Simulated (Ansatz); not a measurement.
# Te2P3 (element-swapped structure, charge -1): how the settings move a single-point run

Question: which choices in the input matter for Te2P3 (element-swapped structure, charge -1)?

Computed with Ansatz 0.2.0 (reference: DFT PBE, plane waves, PAW, scalar-relativistic, no spin polarisation, unless a step's input says otherwise).

## (1) The starting structure

It takes space group Fmmm (No. 69, orthorhombic). The conventional cell has a = 8.412 Å, b = 9.001 Å, c = 13.658 Å, α = 90.00°, β = 90.00°, γ = 90.00°. Te (site symmetry m2m) is surrounded by 10 P at 3.24 to 3.31 Å. Te (site symmetry 222) is surrounded by 8 P at 3.32 to 3.38 Å. P (site symmetry m) has 2 P at 2.01 to 2.02 Å as nearest neighbours. P (site symmetry mm2) has 2 P at 2.02 Å as nearest neighbours.

Coordinates:

```cif
data_structure
_symmetry_space_group_name_H-M 'P 1'
_symmetry_Int_Tables_number 1
_cell_length_a 6.1598
_cell_length_b 6.1598
_cell_length_c 8.0201
_cell_angle_alpha 69.018
_cell_angle_beta 69.018
_cell_angle_gamma 93.875
_cell_volume 258.52
loop_
_atom_site_label
_atom_site_type_symbol
_atom_site_fract_x
_atom_site_fract_y
_atom_site_fract_z
_atom_site_occupancy
Te1 Te 0.71800 0.28200 0.00000 1
Te2 Te 0.28200 0.71800 0.00000 1
Te3 Te 0.75000 0.25000 0.50000 1
Te4 Te 0.25000 0.75000 0.50000 1
P1 P 0.13330 0.13330 0.14700 1
P2 P 0.28030 0.28030 0.85300 1
P3 P 0.86670 0.86670 0.85300 1
P4 P 0.71970 0.71970 0.14700 1
P5 P 0.85190 0.85190 0.29620 1
P6 P 0.14810 0.14810 0.70380 1
```

## (2) Reference

input.yaml

```yaml
crystal:
  lattice:
    - [-4.500441, 0.0, 4.205889]
    - [4.500441, 0.0, 4.205889]
    - [0.0, 6.828851, 4.205889]
  atoms:
    - { symbol: Te, position: [0.718, 0.282, 0.0] }
    - { symbol: Te, position: [0.282, 0.718, 0.0] }
    - { symbol: Te, position: [0.75, 0.25, 0.5] }
    - { symbol: Te, position: [0.25, 0.75, 0.5] }
    - { symbol: P, position: [0.1333, 0.1333, 0.147] }
    - { symbol: P, position: [0.2803, 0.2803, 0.853] }
    - { symbol: P, position: [0.8667, 0.8667, 0.853] }
    - { symbol: P, position: [0.7197, 0.7197, 0.147] }
    - { symbol: P, position: [0.8519, 0.8519, 0.2962] }
    - { symbol: P, position: [0.1481, 0.1481, 0.7038] }
  symmetry: { tolerance: 0.0003 }
kpoints:
  mp_grid: { grid: [3, 3, 3], shift: [0, 0, 0] }
magnetization:
  spin_polarized: false
scf:
  occupations: { method: fermi_dirac, width: 0.0887 }
hamiltonian:
  pseudopotentials: { kind: paw }
  xc: pbe
total_charge: -1
basis:
  ecutwfc: 420
output:
  forces: true
  stress: true
  eigenvalues: true
  write_density: true
  write_potential: true
  elf: true
  volumetric_format: npy
```

Launch:

```sh
> ansatz run input.yaml --threads 1 --pin off --max-ram 2560MiB --backend cpu --events-out ev --progress --plain --runs-dir out
```

## (3) Variant: dispersion d4

input.yaml, as its differences from that of step 2:

```diff
@@ -26,2 +26,3 @@
   xc: pbe
+  dispersion: d4
 total_charge: -1
@@ -33,5 +34 @@
   eigenvalues: true
-  write_density: true
-  write_potential: true
-  elf: true
-  volumetric_format: npy
```

## (4) Changed: occupations.method methfessel_paxton, occupations.width 0.001, chi_scale 0.3

input.yaml, as its differences from that of step 2:

```diff
@@ -22,3 +22,4 @@
 scf:
-  occupations: { method: fermi_dirac, width: 0.0887 }
+  occupations: { method: methfessel_paxton, width: 0.001 }
+  initial_density: { chi_scale: 0.3 }
 hamiltonian:
@@ -33,5 +34 @@
   eigenvalues: true
-  write_density: true
-  write_potential: true
-  elf: true
-  volumetric_format: npy
```

## (5) The same system, input altered

input.yaml, as its differences from that of step 2:

```diff
@@ -18,3 +18,3 @@
 kpoints:
-  mp_grid: { grid: [3, 3, 3], shift: [0, 0, 0] }
+  mp_grid: { grid: [1, 1, 1], shift: [0, 0, 0] }
 magnetization:
@@ -22,3 +22,3 @@
 scf:
-  occupations: { method: fermi_dirac, width: 0.0887 }
+  occupations: { method: fermi_dirac, width: 0.15 }
 hamiltonian:
@@ -26,3 +26,3 @@
   xc: pbe
-total_charge: -1
+total_charge: 0
 basis:
@@ -33,5 +33 @@
   eigenvalues: true
-  write_density: true
-  write_potential: true
-  elf: true
-  volumetric_format: npy
```

## (7) Changing settings: xc rpbe

input.yaml, as its differences from that of step 2:

```diff
@@ -25,3 +25,3 @@
   pseudopotentials: { kind: paw }
-  xc: pbe
+  xc: rpbe
 total_charge: -1
@@ -33,5 +33 @@
   eigenvalues: true
-  write_density: true
-  write_potential: true
-  elf: true
-  volumetric_format: npy
```

(Steps that only read results are left out.)

Before running it: what results should come out? Wanted: for each run, ending; energy change; pressure; gap; force.

**Answer**, as computed:

```csv
run,ending,energy change,pressure (GPa),gap (eV),force (eV/Å),cycles,time
reference,converged,0,4.8,0.00,3.18,8,14 s
1: dispersion d4,converged,-419.6 meV/atom (offset of the dispersion model),2.5,0.00,3.16,8,12 s
"2: occupations.method methfessel_paxton, occupations.width 0.001, chi_scale 0.3",converged,+0.7 meV/atom (σ→0),4.8,0.00,3.17,15,14 s
"3: mp_grid.grid [1, 1, 1], occupations.width 0.15, total_charge 0",converged,not comparable,3.4,0.18,4.83,9,3 s
4: xc rpbe,converged,not comparable,6.3,0.00,3.26,9,12 s
```

Times don't compare one to one where runs were asked for different outputs or read a saved state (see the inputs); cycles may leave out searches for a lower state.

Residual by cycle in the longest SCF loop of each run; runs are numbered as in the table. The quantity is the density residual dr2, in eV.

```csv
cycle,reference,run 1,run 2,run 3,run 4
1,1.73,1.73,4.63,2.86,1.72
2,0.389,0.389,1.02,0.901,0.384
4,0.00728,0.00728,0.0158,0.00963,0.00754
5,3.3e-4,3.3e-4,0.00359,0.00125,3.7e-4
6,1.7e-5,1.7e-5,0.001,4.9e-5,3.2e-5
7,1.4e-6,1.4e-6,4.5e-4,3.8e-6,3.4e-6
9,-,-,3.3e-5,2.3e-8,1.4e-8
10,-,-,1.4e-5,-,-
11,-,-,3.8e-6,-,-
12,-,-,2.3e-6,-,-
14,-,-,3.0e-7,-,-
15,-,-,3.4e-8,-,-
```

«occupations.method methfessel_paxton, occupations.width 0.001, chi_scale 0.3» moves the energy by +0.7 meV/atom. Semilocal functionals close small gaps, so the missing gap need not be the real solid's. Of the variants the dearest is «occupations.method methfessel_paxton, occupations.width 0.001, chi_scale 0.3» (14 s), the cheapest «mp_grid.grid [1, 1, 1], occupations.width 0.15, total_charge 0» (3 s), on a shared host.

The reference is no final answer either: it is run without spin, though an odd electron count or open d shells could carry moments; its mesh is coarse for a cell with so small a gap or none; the charged cell sits in a uniform background, which enters energy and pressure; the cell is far from equilibrium (5 GPa, forces up to 3.2 eV/Å), so its values aren't those of the relaxed material; the structure is made up and not relaxed.
